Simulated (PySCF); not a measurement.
# [Yb(H2S)2]3+: other functionals and bases at one geometry

An exercise on one series of results from a longer session: the logs are not shown, and one member is left open.

Method: several levels, as the steps say, no spin–orbit coupling; program: PySCF 2.14.0.

2 further runs of the same task are left out: 1 for a known fault of the program, 1 that didn't finish.

**The system as given**

7 atoms, charge 3, spin multiplicity 1.

Bond lengths: Yb1–S2 2.728 Å, Yb1–S5 2.728 Å, S2–H3 1.374 Å, S2–H4 1.374 Å, S5–H6 1.374 Å, S5–H7 1.374 Å. Angles: S2–Yb1–S5 97.7°, Yb1–S2–H3 107.1°, Yb1–S2–H4 107.4°, H3–S2–H4 97.4°, Yb1–S5–H6 107.1°, Yb1–S5–H7 107.4°, H6–S5–H7 97.4°.

Coordinates:

```xyz
7
H4S2Yb
Yb   -1.3351    0.0000    0.0000
S     0.4595    0.2067    2.0437
H     0.7973    1.5337    2.1531
H    -0.2442    0.1051    3.2196
S     0.4595   -0.2067   -2.0437
H     0.7973   -1.5337   -2.1531
H    -0.2442   -0.1051   -3.2196
```

Formal oxidation states: Yb +3. Each metal's 13 4f electrons lie in its core potential, so multiplicities, spins and levels count the valence alone. An earlier session relaxed this geometry at PBE0, Yb lcecp-1-SVP with ECP59, S def2-SVP, H def2-SVP (singlet, point group C2).

At PBE0 on the finer grid: E = -836.406293 Eh, HOMO -23.15 eV, LUMO -18.20 eV, Mulliken charge on Yb1 +1.87 e, largest force component 0.007 eV/Å. 

Levels to run: PBE; BLYP; r2SCAN; B3LYP; PBE0, TZVP. Hardware: 2 threads of AMD EPYC 7R43 (Zen 3), shared host.

Set-up of the first run:

run.py (the lines that set the calculation) reads:

```python
mol = gto.M(atom='''
Yb    -1.33511     0.00000     0.00000
S      0.45945     0.20665     2.04372
H      0.79727     1.53368     2.15310
H     -0.24417     0.10514     3.21960
S      0.45945    -0.20665    -2.04372
H      0.79727    -1.53368    -2.15310
H     -0.24417    -0.10514    -3.21960''',
    basis={'Yb': 'lcecp-1-SVP', 'S': 'def2-SVP', 'H': 'def2-SVP'},
    ecp={'Yb': 'lcecp-1-SVP'},
    charge=3, spin=0)
mf = dft.RKS(mol, xc='PBE')
mf.grids.atom_grid = (75, 302)  # f atoms: unpruned, at least (60, 302)
mf = mf.density_fit()  # fitting sets: Yb AutoAux, S def2-universal-JKFIT, H def2-universal-JKFIT
mf.conv_tol = 1e-08; mf.max_cycle = 55
mf.kernel(dm0)  # dm0: the density of the relaxed state
```

On the command line:

```sh
$ OMP_NUM_THREADS=2 python run.py
```

Steps of the session up to this table: PBE; BLYP; r2SCAN; B3LYP; PBE0, TZVP.

One of the session's tables, all rows but one given; the rest of the session is left out.

| level | HOMO (eV) | gap (eV) | charge on Yb1 (e) | dipole (D) | largest force component (eV/Å) |
| --- | --- | --- | --- | --- | --- |
| PBE0 (relaxed here) | -23.15 | 4.94 | 1.87 | 0.37 | 0.01 |
| PBE | -22.01 | 2.89 | 1.77 | 0.98 | 0.28 |
| BLYP | -21.82 | 2.67 | 1.74 | 1.09 | 0.37 |
| r2SCAN | -22.22 | 3.55 | 1.89 | 0.36 | 0.05 |
| B3LYP | -22.89 | 4.28 | 1.82 | 0.59 | 0.20 |
| PBE0, TZVP | ? | ? | ? | ? | ? |

Q: Estimate the row for PBE0, TZVP from the others.

As computed: HOMO (eV): -23.06; gap (eV): 5.00; charge on Yb1 (e): 1.98; dipole (D): 0.87; largest force component (eV/Å): 0.22. In the column «HOMO (eV)» it lies between PBE0 (relaxed here) (-23.15) and B3LYP (-22.89).

The dipole of a charged species depends on the origin, so these sizes hold for this origin alone.

In one basis the HOMO–LUMO gap runs from 2.67 eV (BLYP) to 4.94 eV (PBE0). The largest leftover force, 0.37 eV/Å with BLYP, stands at a geometry relaxed at another level. With 4f in the core, its levels are missing from HOMO and gap, and its count is fixed, so no charge can pass from the ligands into it. Total energies of different levels can't be compared.
